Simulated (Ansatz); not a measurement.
# CdNiCl6: forces, levels, charges and fields

The system is CdNiCl6, a structure type of another compound, with these elements put in. Wanted, at the geometry given: its forces and stress, its levels, and how its atoms share the electrons.

Method: DFT, PBE, no spin polarisation, plane waves, PAW, in Ansatz 0.2.0.

## 1. The structure

It takes space group R-3 (No. 148, trigonal). The conventional cell has a = 6.353 Å, b = 6.353 Å, c = 17.628 Å, α = 90.00°, β = 90.00°, γ = 120.00°. Ni (site symmetry -3) has 6 Cl at 2.52 Å as nearest neighbours. Cl (site symmetry 1) is surrounded by 1 Cd at 2.45 Å and 1 Ni at 2.52 Å. Cd (site symmetry -3) has 6 Cl at 2.45 Å as nearest neighbours.

Coordinates:

```
CELL_PARAMETERS angstrom
6.35263 0.00000 0.00000
-3.17631 5.50154 0.00000
-3.17631 1.83385 5.87586
ATOMIC_POSITIONS crystal
Ni 0.50000 0.50000 0.50000
Cl 0.24200 0.11800 0.75100
Cl 0.88200 0.37300 0.75100
Cl 0.62700 0.75800 0.75100
Cl 0.75800 0.88200 0.24900
Cl 0.11800 0.62700 0.24900
Cl 0.37300 0.24200 0.24900
Cd 0.00000 0.00000 0.00000
```

Its first density is an earlier solution for the same cell, read from a checkpoint.

## 2. The run

Input file input.yaml:

```yaml
crystal:
  lattice:
    - [6.352627, 0.0, 0.0]
    - [-3.176313, 5.501542, 0.0]
    - [-3.176313, 1.833847, 5.875858]
  atoms:
    - { symbol: Ni, position: [0.5, 0.5, 0.5] }
    - { symbol: Cl, position: [0.242, 0.118, 0.751] }
    - { symbol: Cl, position: [0.882, 0.373, 0.751] }
    - { symbol: Cl, position: [0.627, 0.758, 0.751] }
    - { symbol: Cl, position: [0.758, 0.882, 0.249] }
    - { symbol: Cl, position: [0.118, 0.627, 0.249] }
    - { symbol: Cl, position: [0.373, 0.242, 0.249] }
    - { symbol: Cd, position: [0.0, 0.0, 0.0] }
  symmetry: { tolerance: 0.0003 }
kpoints:
  mp_grid: { grid: [6, 6, 6], shift: [0, 0, 0] }
  band_path:
    path:
      - [0.0, 0.0, 0.0]
      - [0.0, 0.0, -0.5]
      - [-0.26839636, -0.26839636, -0.5]
      - [-0.26839636, -0.46320729, -0.23160364]
      - [-0.5, 0.0, 0.0]
      - [0.0, 0.0, 0.0]
      - [-0.36580182, -0.36580182, 0.0]
      - [-0.26839636, -0.36580182, -0.36580182]
      - [0.0, -0.5, -0.5]
      - [0.0, 0.0, 0.0]
    npoints: 6
magnetization:
  spin_polarized: false
scf:
  occupations: { method: gaussian, width: 0.1586 }
  lower_state_search: "off"
  max_iter: 200
hamiltonian:
  pseudopotentials: { kind: paw }
  xc: pbe
basis:
  ecutwfc: 420
  fft_grid_basis: typed
output:
  forces: true
  stress: true
  eigenvalues: true
  bader: true
  populations: true
  elf: true
  write_potential: true
  volumetric_format: npy
  dos:
    e_range: [-12, 8]
    de: 0.05
    projected: { site_lists: { Cd: [Cd], Cl: [Cl], Ni: [Ni] } }
checkpoint:
  read: saved_state
```

**Question.** What will these runs give? Wanted: largest force; pressure; gap by band count; Bader charges.

As calculated:

| quantity | value |
| --- | --- |
| largest force | 2.091 eV/Å on Cl |
| pressure | -0.6 GPa |
| formation energy (elements from separate runs) | -0.33 eV/atom |
| gap by band count | 0.18 eV, narrow against the smearing |
| Bader charges | Ni +1.00, Cl -0.36, Cd +1.17 e |

In words: Counting bands on this mesh leaves a gap of 0.18 eV, but the smearing partly bridges it; a finer mesh and a narrower smearing would have to settle it. Forces reach 2.1 eV/Å, so the geometry is far from rest and the levels are not those of the relaxed cell. By Bader's partition Cd gives up most (+1.17 e) and Cl takes most (-0.36 e). With forces up to 2.09 eV/Å (on Cl), a relaxation would move the atoms. At -0.6 GPa the cell is stretched and would shrink, and unequal principal stresses would change its shape.

Keep in mind: a 3d oxide or halide that comes out metallic without a U or exact exchange, which may be an insulator in nature; no spin polarisation, so a magnetic state may lie lower; wide smearing; the gap is not wide against the smearing.
